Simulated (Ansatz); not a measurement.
# GeAsH2 (doublet): from Hartree-Fock to the top rungs at a displaced geometry (v1), cc-pVDZ

An exercise on one series of results from a longer session: the logs are not shown, and one member is left open.

Method: cc-pVDZ, core rule «outside noble gas», up to 28 orbitals frozen; program: Ansatz 0.2.0, Gaussian basis.

The runs, in order: UHF; CCSD(T) on ROHF; CCSD(T) on UHF; BCCD(T) on ROHF; CISD as a restricted active space (open shells left free, so some higher excitations enter); CCSDT(Q) on ROHF; CCSDT(Q) on UHF; CASSCF and MRCISD+Q, 11 electrons in 10 orbitals; CASSCF and NEVPT2, 11 electrons in 10 orbitals.

23 further runs of the same task are left out: 9 that didn't finish, 14 set aside as unsound or not needed. Runs told in other sessions of the task aren't counted.

## The system

The geometry is a PBE0/def2-TZVP stationary point (not a proven minimum) with its atoms shifted at random (size 0.040 Å). No spin-orbit coupling is included. The filled d shell of Ge, As may be among the frozen orbitals whatever the setting's name suggests.

4 atoms, charge 0, spin multiplicity 2.

Atoms are counted from 1 here; the program's logs count them from 0.

Bond lengths: Ge1–As2 2.478 Å, Ge1–H3 1.641 Å, As2–H4 1.537 Å. Angles: As2–Ge1–H3 88.0°, Ge1–As2–H4 94.2°.

The first run:

Input file in.yaml:

```yaml
crystal:
  periodic: [false, false, false]
  atoms:
    - {symbol: Ge, position_ang: [0.000475, -0.043618, 1.258395]}
    - {symbol: As, position_ang: [-0.000358, 0.040807, -1.218383]}
    - {symbol: H, position_ang: [0.047606, 1.596356, 1.257019]}
    - {symbol: H, position_ang: [-0.055171, -1.486171, -1.382675]}
basis:
  gaussian: {orbitals: cc-pVDZ}
magnetization: {spin_polarized: true, initial_magnetization: 1}
hamiltonian: {xc: hf}
output: {orbitals: {seedname: orbitals}}
```

Started as:

```console
> ansatz run in.yaml --threads 1 --pin off --events-out ev --progress --plain --max-ram 2393MiB
```

Steps of the session up to this table: UHF; CCSD(T) on ROHF; CCSD(T) on UHF; BCCD(T) on ROHF; CISD as a restricted active space (open shells left free, so some higher excitations enter); CCSDT(Q) on ROHF; CCSDT(Q) on UHF; CASSCF and MRCISD+Q, 11 electrons in 10 orbitals; CASSCF and NEVPT2, 11 electrons in 10 orbitals.

One table of the session follows, with a row left open; its other results are not shown here.

```
          method  from UCCSDT(Q) (kJ/mol)
            ROHF                   +564.3
             UHF                   +553.8
            RMP2                   +121.3
            UMP2                   +122.7
            CISD                    +68.8
           RCCSD                    +20.9
           UCCSD                        ?
        RCCSD(T)                     +4.5
        UCCSD(T)                     +4.3
         BCCD(T)                     +4.4
          RCCSDT                     +1.2
          UCCSDT                     +1.0
       RCCSDT(Q)                     +0.2
       UCCSDT(Q)                        0
  CASSCF valence                   +381.7
  NEVPT2 valence                    +92.6
  MRCISD valence                    +30.4
MRCISD+Q valence                     +2.7
```

**Question.** Estimate the row for UCCSD.

The run gave: from UCCSDT(Q) (kJ/mol): +20.5. In the column «from UCCSDT(Q) (kJ/mol)» it lies between RCCSD(T) (+4.5) and RCCSD (+20.9).

Limits of these values: Restricted and unrestricted rows rest on different reference determinants; a gap between their highest levels can come from leftover correlation error, from unlike frozen cores or from another state.
